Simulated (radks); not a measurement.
**Ni with its nuclear charge varied continuously**

What is the energy between the elements? 28 electrons are held in [Ar] 3d8 4s2 while Z is changed in small steps.

Method: scalar-relativistic Kohn-Sham, PBEsol, spin-unpolarised, spherical densities, finite nucleus. Code: radks (a radial shooting solver on a logarithmic mesh, Libxc functionals) version 1.

## 1. The atom as given

```
element            : nickel (Z = 28)
charge             : 0
electrons          : 28
configuration      : [Ar] 3d8 4s2
nuclear rms radius : 3.7757 fm
```

The outer shells:

Ni
```
[Ar] core
3d [↑↓][↑↓][↑↓][↑ ][↑ ]
4s [↑↓]
```

In the logs a row gives level, spin channel, occupation and eigenvalue; Etot, Ekin, Encl (electron-nucleus), Eh (Hartree) and Exc are energies, all in hartree; err is the last residual, it the number of iterations.

## 2. Z = 28

The run's settings:

```text
Z 28
configuration [Ar] 3d8 4s2
relativity scalar-relativistic
functional pbe_sol,pbe_sol
spin unpolarised
nucleus finite rms 3.7757 fm
c 137.035999084
```

The log of the run:

```text
1s      1   2.0000        -301.50159105
2s      1   2.0000         -36.04572521
2p      1   6.0000         -31.02264750
3s      1   2.0000          -4.07096469
3p      1   6.0000          -2.61856615
3d      1   8.0000          -0.32710055
4s      1   2.0000          -0.20809596
Etot -1519.2299583806325
Ekin 1540.1484324041257
Encl -3647.7981588522507
Eh 650.3201387922622
Exc -61.90037072476977
err 4.5194805287265185e-09
it 15
```

4s is the highest filled level (-5.663 eV).

Radial moments (bohr):

| level | occupation | energy (eV) | <r> | outermost maximum (interpolated) | 90 % within | nodes |
| --- | --- | --- | --- | --- | --- | --- |
| 1s | 2 | -8204.3 | 0.05412 | 0.0354 | 0.0967 | 0 |
| 2s | 2 | -980.85 | 0.2451 | 0.205 | 0.380 | 1 |
| 2p | 6 | -844.17 | 0.2154 | 0.165 | 0.353 | 0 |
| 3s | 2 | -110.78 | 0.7406 | 0.640 | 1.11 | 2 |
| 3p | 6 | -71.255 | 0.7790 | 0.647 | 1.20 | 1 |
| 3d | 8 | -8.901 | 1.011 | 0.629 | 1.79 | 0 |
| 4s | 2 | -5.663 | 2.794 | 2.23 | 4.30 | 3 |

The radial density on a logarithmic grid:

| r (bohr) | 4πr²ρ (e/bohr) |
| --- | --- |
| 0.00180 | 0.6271 |
| 0.00270 | 1.325 |
| 0.00406 | 2.729 |
| 0.00610 | 5.410 |
| 0.00918 | 10.12 |
| 0.0138 | 17.39 |
| 0.0208 | 26.30 |
| 0.0312 | 33.09 |
| 0.0469 | 32.80 |
| 0.0706 | 27.51 |
| 0.106 | 29.53 |
| 0.161 | 38.18 |
| 0.242 | 30.42 |
| 0.364 | 16.48 |
| 0.547 | 19.58 |
| 0.823 | 16.71 |
| 1.24 | 6.488 |
| 1.86 | 2.171 |
| 2.80 | 0.9561 |
| 4.21 | 0.2566 |
| 6.33 | 0.02400 |

## 3. Z = 27.8

Settings, as their differences from step 2:

```diff
@@ -1,2 +1,2 @@
-Z 28
+Z 27.8
 configuration [Ar] 3d8 4s2
```

The log of the run:

```text
1s      1   2.0000        -296.78111602
2s      1   2.0000         -35.32380072
2p      1   6.0000         -30.36133689
3s      1   2.0000          -3.90778373
3p      1   6.0000          -2.47801193
3d      1   8.0000          -0.22991381
4s      1   2.0000          -0.14869457
Etot -1493.275572295994
Ekin 1513.5319034673348
Encl -3586.6696834501918
Eh 641.0637515273597
Exc -61.20154384049674
err 1.4042683323210555e-09
it 14
```

Energy against step 2 (Z = 28): +706.255 eV. Highest occupied level: 4s at -4.046 eV.

## 4. Z = 27.9

Settings, as their differences from step 3:

```diff
@@ -1,2 +1,2 @@
-Z 27.8
+Z 27.9
 configuration [Ar] 3d8 4s2
```

The log of the run:

```text
1s      1   2.0000        -299.13559390
2s      1   2.0000         -35.68290556
2p      1   6.0000         -30.69019625
3s      1   2.0000          -3.98822839
3p      1   6.0000          -2.54717746
3d      1   8.0000          -0.27745791
4s      1   2.0000          -0.17780398
Etot -1506.2211462386376
Ekin 1526.8065041027755
Encl -3617.181275439752
Eh 645.7050096133452
Exc -61.55138451500618
err 3.842430585100692e-09
it 16
```

E − E(step 2, Z = 28) = +353.988 eV. Highest occupied level: 4s at -4.838 eV.

## 5. Z = 28.1

Settings, as their differences from step 4:

```diff
@@ -1,2 +1,2 @@
-Z 27.9
+Z 28.1
 configuration [Ar] 3d8 4s2
```

The log of the run:

```text
1s      1   2.0000        -303.87903973
2s      1   2.0000         -36.41218684
2p      1   6.0000         -31.35861736
3s      1   2.0000          -4.15591075
3p      1   6.0000          -2.69209669
3d      1   8.0000          -0.37876933
4s      1   2.0000          -0.23952746
Etot -1532.3019391889154
Ekin 1553.557645509526
Encl -3678.5221500343914
Eh 654.9111254113798
Exc -62.24856007542996
err 2.2158410148883134e-09
it 14
```

E − E(step 2, Z = 28) = -355.707 eV. 4s is the highest filled level (-6.518 eV).

## 6. Z = 28.2

Settings, as their differences from step 5:

```diff
@@ -1,2 +1,2 @@
-Z 28.1
+Z 28.2
 configuration [Ar] 3d8 4s2
```

The log of the run:

```text
1s      1   2.0000        -306.26788108
2s      1   2.0000         -36.78222637
2p      1   6.0000         -31.69804129
3s      1   2.0000          -4.24299424
3p      1   6.0000          -2.76769737
3d      1   8.0000          -0.43240071
4s      1   2.0000          -0.27206128
Etot -1545.4370259407788
Ekin 1567.0341085060409
Encl -3709.3548447041176
Eh 659.4797143482006
Exc -62.59600409090258
err 1.1530803094245166e-09
it 15
```

E − E(step 2, Z = 28) = -713.131 eV. Highest occupied level: 4s at -7.403 eV.

## 7. Z = 28.3

Settings, as their differences from step 6:

```diff
@@ -1,2 +1,2 @@
-Z 28.2
+Z 28.3
 configuration [Ar] 3d8 4s2
```

The log of the run:

```text
1s      1   2.0000        -308.66806345
2s      1   2.0000         -37.15578680
2p      1   6.0000         -32.04086186
3s      1   2.0000          -4.33215060
3p      1   6.0000          -2.84530433
3d      1   8.0000          -0.48793826
4s      1   2.0000          -0.30566487
Etot -1558.6351619253167
Ekin 1580.5777931474697
Encl -3740.2976598974096
Eh 664.0274541399488
Exc -62.94274931532574
err 2.970829409897885e-09
it 15
```

Energy against step 2 (Z = 28): -1072.3 eV. The top filled level is 4s, -8.318 eV.

## 8. Z = 28.4

Settings, as their differences from step 7:

```diff
@@ -1,2 +1,2 @@
-Z 28.3
+Z 28.4
 configuration [Ar] 3d8 4s2
```

The log of the run:

```text
1s      1   2.0000        -311.07954112
2s      1   2.0000         -37.53281704
2p      1   6.0000         -32.38702752
3s      1   2.0000          -4.42332183
3p      1   6.0000          -2.92486026
3d      1   8.0000          -0.54533150
4s      1   2.0000          -0.34030952
Etot -1571.8962957885055
Ekin 1594.1886774466748
Encl -3771.351866406286
Eh 668.5557313402292
Exc -63.288838169123736
err 6.628482237842272e-10
it 16
```

Energy against step 2 (Z = 28): -1433.1 eV. Highest occupied level: 4s at -9.260 eV.

## 9. Z = 28.5

Settings, as their differences from step 8:

```diff
@@ -1,2 +1,2 @@
-Z 28.4
+Z 28.5
 configuration [Ar] 3d8 4s2
```

The log of the run:

```text
1s      1   2.0000        -313.50227345
2s      1   2.0000         -37.91327097
2p      1   6.0000         -32.73649170
3s      1   2.0000          -4.51645542
3p      1   6.0000          -3.00631340
3d      1   8.0000          -0.60453492
4s      1   2.0000          -0.37596965
Etot -1585.2203809853888
Ekin 1607.8667446867885
Encl -3802.5186114954745
Eh 673.065795346068
Exc -63.63430952277078
err 4.782652086145266e-10
it 16
```

Energy against step 2 (Z = 28): -1795.7 eV. 4s is the highest filled level (-10.231 eV).

## 10. Z = 28.6

Settings, as their differences from step 9:

```diff
@@ -1,2 +1,2 @@
-Z 28.5
+Z 28.6
 configuration [Ar] 3d8 4s2
```

The log of the run:

```text
1s      1   2.0000        -315.93622407
2s      1   2.0000         -38.29710674
2p      1   6.0000         -33.08921207
3s      1   2.0000          -4.61150368
3p      1   6.0000          -3.08961680
3d      1   8.0000          -0.66550727
4s      1   2.0000          -0.41262233
Etot -1598.6073753151359
Ekin 1621.6119831837434
Encl -3833.7989380168474
Eh 677.5587787091486
Exc -63.979199191180285
err 2.7161061932445736e-09
it 15
```

Energy against step 2 (Z = 28): -2160.0 eV. The top filled level is 4s, -11.228 eV.

## 11. Z = 28.7

Settings, as their differences from step 10:

```diff
@@ -1,2 +1,2 @@
-Z 28.6
+Z 28.7
 configuration [Ar] 3d8 4s2
```

The log of the run:

```text
1s      1   2.0000        -318.38136038
2s      1   2.0000         -38.68428622
2p      1   6.0000         -33.44515004
3s      1   2.0000          -4.70842303
3p      1   6.0000          -3.17472765
3d      1   8.0000          -0.72821099
4s      1   2.0000          -0.45024689
Etot -1612.0572405208839
Ekin 1635.4243857487324
Encl -3865.1937988095124
Eh 682.0357128399626
Exc -64.32354030006672
err 1.6591548718253816e-09
it 15
```

E − E(step 2, Z = 28) = -2526.0 eV. 4s is the highest filled level (-12.252 eV).

## 12. Z = 28.8

Settings, as their differences from step 11:

```diff
@@ -1,2 +1,2 @@
-Z 28.7
+Z 28.8
 configuration [Ar] 3d8 4s2
```

The log of the run:

```text
1s      1   2.0000        -320.83765302
2s      1   2.0000         -39.07477452
2p      1   6.0000         -33.80427024
3s      1   2.0000          -4.80717357
3p      1   6.0000          -3.26160680
3d      1   8.0000          -0.79261171
4s      1   2.0000          -0.48882460
Etot -1625.569941943414
Ekin 1649.3039491655577
Encl -3896.7040680448094
Eh 686.4975405054488
Exc -64.66736356961115
err 2.4475982072453936e-09
it 14
```

Energy against step 2 (Z = 28): -2893.7 eV. The top filled level is 4s, -13.302 eV.

## 13. Z = 28.9

Settings, as their differences from step 12:

```diff
@@ -1,2 +1,2 @@
-Z 28.8
+Z 28.9
 configuration [Ar] 3d8 4s2
```

The log of the run:

```text
1s      1   2.0000        -323.30507551
2s      1   2.0000         -39.46853964
2p      1   6.0000         -34.16654015
3s      1   2.0000          -4.90771863
3p      1   6.0000          -3.35021833
3d      1   8.0000          -0.85867791
4s      1   2.0000          -0.52833841
Etot -1639.145448216293
Ekin 1663.250673969932
Encl -3928.330551284678
Eh 690.9451266772028
Exc -65.01069757874969
err 2.6757918397443696e-09
it 14
```

E − E(step 2, Z = 28) = -3263.1 eV. The top filled level is 4s, -14.377 eV.

## 14. Z = 29

Settings, as their differences from step 13:

```diff
@@ -1,2 +1,2 @@
-Z 28.9
+Z 29
 configuration [Ar] 3d8 4s2
```

The log of the run:

```text
1s      1   2.0000        -325.78360392
2s      1   2.0000         -39.86555211
2p      1   6.0000         -34.53192984
3s      1   2.0000          -5.01002440
3p      1   6.0000          -3.44052920
3d      1   8.0000          -0.92638056
4s      1   2.0000          -0.56877274
Etot -1652.7837309974025
Ekin 1677.2645641880758
Encl -3960.0739935502143
Eh 695.3792673384805
Exc -65.3535689737445
err 3.15308827022311e-09
it 14
```

Energy against step 2 (Z = 28): -3634.2 eV. Highest occupied level: 4s at -15.477 eV.

## 15. Summary of results

| Z | E (hartree) | E(electron-nucleus)/Z (hartree) | highest level | its energy (eV) | <r> (bohr) |
| --- | --- | --- | --- | --- | --- |
| 27.8 | -1493.27557 | -129.017 | 4s | -4.046 | 2.926 |
| 27.9 | -1506.22115 | -129.648 | 4s | -4.838 | 2.858 |
| 28 | -1519.22996 | -130.279 | 4s | -5.663 | 2.794 |
| 28.1 | -1532.30194 | -130.908 | 4s | -6.518 | 2.735 |
| 28.2 | -1545.43703 | -131.537 | 4s | -7.403 | 2.680 |
| 28.3 | -1558.63516 | -132.166 | 4s | -8.318 | 2.628 |
| 28.4 | -1571.89630 | -132.794 | 4s | -9.260 | 2.579 |
| 28.5 | -1585.22038 | -133.422 | 4s | -10.231 | 2.533 |
| 28.6 | -1598.60738 | -134.049 | 4s | -11.228 | 2.489 |
| 28.7 | -1612.05724 | -134.676 | 4s | -12.252 | 2.447 |
| 28.8 | -1625.56994 | -135.302 | 4s | -13.302 | 2.407 |
| 28.9 | -1639.14545 | -135.928 | 4s | -14.377 | 2.369 |
| 29 | -1652.78373 | -136.554 | 4s | -15.477 | 2.333 |

In words: At Z = 28 the central difference of E is -130.404 hartree, against -130.279 from the Hellmann-Feynman theorem; the scalar-relativistic energy here is not variational, so the two differ by a part that grows with Z. The top level goes from -4.046 eV at Z = 27.8 to -15.477 eV at Z = 29.
